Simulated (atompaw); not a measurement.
# A PAW (atompaw) potential for iridium, from input to tests

Do these settings give a usable potential? It is generated, then checked for scattering, ghosts and hardness.

Program: atompaw 4.2.0.5. Reference atom: PBEsol, scalar-relativistic, spherical and spin-unpolarised. All values are calculated.

3 further runs of the same task are left out: 3 set aside as unsound or not needed.

## 1. The design

The settings as typed:

| Quantity | Value |
| --- | --- |
| element | iridium (Ir, Z = 77) |
| type | PAW |
| frozen core | [Kr] 4d10 |
| valence charge | 31 |
| reference configuration | 4f14 5s2 5p6 5d8 6s1 6p0 |
| partial waves | 5s (bound); 6s (bound); 5p (bound); 6p (bound, empty); 5d (bound); 5d channel at 0.35 Ry; 4f (bound); 4f channel at -2.7 Ry |
| local potential | troulliermartins scheme with l = 4 at 0 Ry, radius 2.82 bohr |
| core correction | smooth core density matched at 2.68 bohr |
| augmentation charge | sinc compensation charge, radius 2.28 bohr; PAW radius 3.08 bohr; waves and projectors: bloechl |

The outer shells as boxes (Hund's rule for the drawing; the calculation is spin-unpolarised):

```
[Kr] core
4d [↑↓][↑↓][↑↓][↑↓][↑↓]
4f [↑↓][↑↓][↑↓][↑↓][↑↓][↑↓][↑↓]
5s [↑↓]
5p [↑↓][↑↓][↑↓]
5d [↑↓][↑↓][↑↓][↑ ][↑ ]
6s [↑ ]
6p [  ][  ][  ]
```

## 2. The generation run

Contents of Ir.input:

```
Ir 77
GGA-PBESOL scalarrelativistic loggrid 2001 logderivrange -9 5 351
6 6 5 4 0 0
6 0 1
6 1 0
5 2 8
0 0 0
c
c
c
c
v
v
c
c
c
v
v
c
c
v
v
3
3.08 2.28 2.82 2.68
n
n
y
0.35
n
y
-2.7
n
bloechl sinc
4 0 troulliermartins
PWSCFOUT
UPFDX 0.0125d0 UPFXMIN -7.d0 UPFZMESH 77.d0
END
```

Command:

```bash
$ atompaw < Ir.input > Ir.log
```

Before running it: what results should come out? Wanted: cutoffs for 10 and 1 mRy, occupied levels; bound ghosts; largest phase difference near zero energy, channels read; lowest eigenvalue of the overlap; share of valence orbitals outside the PAW sphere; UPF file.

The runs gave:

| quantity | value |
| --- | --- |
| cutoffs for 10 and 1 mRy, occupied levels | 30 Ry and 40 Ry |
| bound ghosts | none found |
| largest phase difference near zero energy, channels read | 0.095 rad |
| lowest eigenvalue of the overlap (Bessel basis) | 0.314 (f) |
| share of valence orbitals outside the PAW sphere | 5s 0 %, 6s 40 %, 5p 0 %, 6p 81 %, 5d 8 %, 4f 0 % |
| UPF file | written |

In words: The potential is soft on the atom at that tolerance: the looser tolerance needs 30 Ry. The slowest occupied level is 4f: taken alone it needs 30 Ry to come within 1 mRy, against 21 Ry for 5p. It is free of bound ghosts as far as tested. Of the channels read, f scatters worst near zero energy, by up to 0.10 rad.
